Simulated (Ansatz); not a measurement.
Relaxation of a periodic cell of 17 atoms, Si$_{16}$N (host Si, host structure diamond, interstitial N), to a largest force component of 0.03 eV/Å in at most 60 steps.

Computed with DFT PBE-D3(BJ), scalar-relativistic, plane waves, PAW in Ansatz. Settings: cutoff 420 eV, k mesh 2x2x2, gaussian smearing 0.05 eV, spin collinear.

```xyz
17
Lattice="0.0000 5.4300 5.4300 5.4300 0.0000 5.4300 5.4300 5.4300 0.0000" Properties=species:S:1:pos:R:3
Si 0.000 0.000 0.000
Si 1.357 1.357 1.357
Si 2.715 2.715 0.000
Si 4.072 4.072 1.357
Si 2.715 0.000 2.715
Si 4.072 1.357 4.072
Si 5.430 2.715 2.715
Si 6.787 4.072 4.072
Si 0.000 2.715 2.715
Si 1.357 4.072 4.072
Si 2.715 5.430 2.715
Si 4.072 6.787 4.072
Si 2.715 2.715 5.430
Si 4.072 4.072 6.787
Si 5.430 5.430 5.430
Si 6.787 6.787 6.787
N 5.444 2.717 5.401
```

Problem. Where does it end, and by what steps?

Solution. It converged. Limits of this set-up: coarse k mesh, a small cell, in which the defect meets its images, a typed lattice constant that wasn't relaxed here. After 11 steps the energy has fallen by 1.624 eV; N17 moved furthest, 0.89 Å.

| step | energy less start (eV) | largest force component (eV/Å) | accepted |
| --- | --- | --- | --- |
| 0 | 0.0000 | 0.503 | yes |
| 1 | -0.1182 | 0.394 | yes |
| 2 | -0.2733 | 0.486 | yes |
| 3 | -0.5957 | 0.377 | yes |
| 4 | -0.6721 | 0.631 | yes |
| 5 | -0.8694 | 0.944 | yes |
| 6 | -1.2327 | 1.103 | yes |
| 7 | -1.5076 | 0.584 | yes |
| 8 | -1.5999 | 0.260 | yes |
| 9 | -1.6071 | 0.246 | yes |
| 10 | -1.6237 | 0.041 | yes |
| 11 | -1.6244 | 0.006 | yes |

```xyz
17
Lattice="0.0000 5.4300 5.4300 5.4300 0.0000 5.4300 5.4300 5.4300 0.0000" Properties=species:S:1:pos:R:3
Si -0.088 -0.212 0.087
Si 1.202 1.514 1.063
Si 2.927 2.804 0.087
Si 3.903 4.243 1.526
Si 2.619 0.098 2.810
Si 4.366 1.514 4.227
Si 5.342 2.804 2.501
Si 6.632 3.780 4.227
Si -0.022 2.737 2.677
Si 1.321 4.011 4.108
Si 2.548 5.598 2.881
Si 4.134 6.825 4.108
Si 2.752 2.738 5.451
Si 3.991 4.155 6.868
Si 5.408 5.394 5.451
Si 6.751 6.825 6.724
N 5.956 2.190 4.903
```

Whether the end is a true minimum wasn't checked by a vibrational analysis.

Time of the run: 89 s on 2 threads of AMD EPYC 7B13 (Zen 3), with other jobs on the host, peak memory 0.79 GiB.
